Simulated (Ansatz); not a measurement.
# BeAsH (singlet): the correlation ladder at distance As1–Be2 = 3.000 Å, cc-pVTZ

One table from this session's results is given with a row withheld; the runs are named, their logs left out.

The runs use Ansatz 0.2.0, Gaussian basis; cc-pVTZ, core rule «outside noble gas», up to 15 orbitals frozen.

To be run: UHF; CCSD(T) on RHF; CCSD(T) on UHF; BCCD(T) on RHF; CCSDT(Q) on RHF.

16 further runs of the same task are left out: 6 for a known fault of the program, 1 for a mislabelled method, 8 that didn't finish, 1 set aside as unsound or not needed.

## The geometry

The geometry derives from a PBE0/def2-TZVP stationary point (not a proven minimum). One bond is set to the value named and the two fragments are kept rigid. No spin-orbit coupling is included. The filled d shell of As may be among the frozen orbitals whatever the setting's name suggests; the logs give the count.

3 atoms, charge 0, spin multiplicity 1.

Atoms are counted from 1 here; the program's logs count them from 0.

Bond lengths: Be2–H3 1.339 Å.

Set-up of the first run:

File in.yaml:

```yaml
crystal:
  periodic: [false, false, false]
  atoms:
    - {symbol: As, position_ang: [0.000000, 0.000000, 2.446367]}
    - {symbol: Be, position_ang: [0.000000, 0.000000, -0.553633]}
    - {symbol: H, position_ang: [0.000000, 0.000000, -1.892733]}
basis:
  gaussian: {orbitals: cc-pVTZ}
magnetization: {spin_polarized: true, initial_magnetization: 0}
hamiltonian: {xc: hf}
output: {orbitals: {seedname: orbitals}}
```

Run with:

```bash
ansatz run in.yaml --threads 1 --pin off --events-out ev --progress --plain --max-ram 2393MiB
```

Among the steps run: UHF; CCSD(T) on RHF; CCSD(T) on UHF; BCCD(T) on RHF; CCSDT(Q) on RHF.

One of the session's tables, all rows but one given; the rest of the session is left out.

It belongs to the step «Misses and costs». 

```
   method  from RCCSDT(Q) (kJ/mol)
      RHF                   +530.6
      UHF                   +391.5
     RMP2                   +142.9
     UMP2                    +55.1
    RCCSD                        ?
    UCCSD                    -35.2
 RCCSD(T)                    +23.4
 UCCSD(T)                    -59.2
  BCCD(T)                    +23.6
   RCCSDT                     +5.5
RCCSDT(Q)                        0
```

**Question.** Estimate the row for RCCSD.

As computed: from RCCSDT(Q) (kJ/mol): +48.3. In the column «from RCCSDT(Q) (kJ/mol)» it lies between BCCD(T) (+23.6) and UMP2 (+55.1).

The program flags UCCSD(T), RCCSDT(Q) as in doubt (see the logs), so the zero of the table is itself unsure.

To keep in mind: The determinant is far from a pure spin state, so its energy mixes those of several spin states (harmless only where they are near-degenerate, as at dissociation). The report flags that the cluster equations may have other roots. The program flags UCCSD(T), RCCSDT(Q) as in doubt, so the zero of the table is itself unsure. Warnings: restricted reference is unstable; spin contamination; coupled cluster took another determinant than the lowest. Restricted and unrestricted rows rest on different reference determinants; where their highest levels disagree by more than a few hundredths of an eV, they describe different states and don't form one ladder.
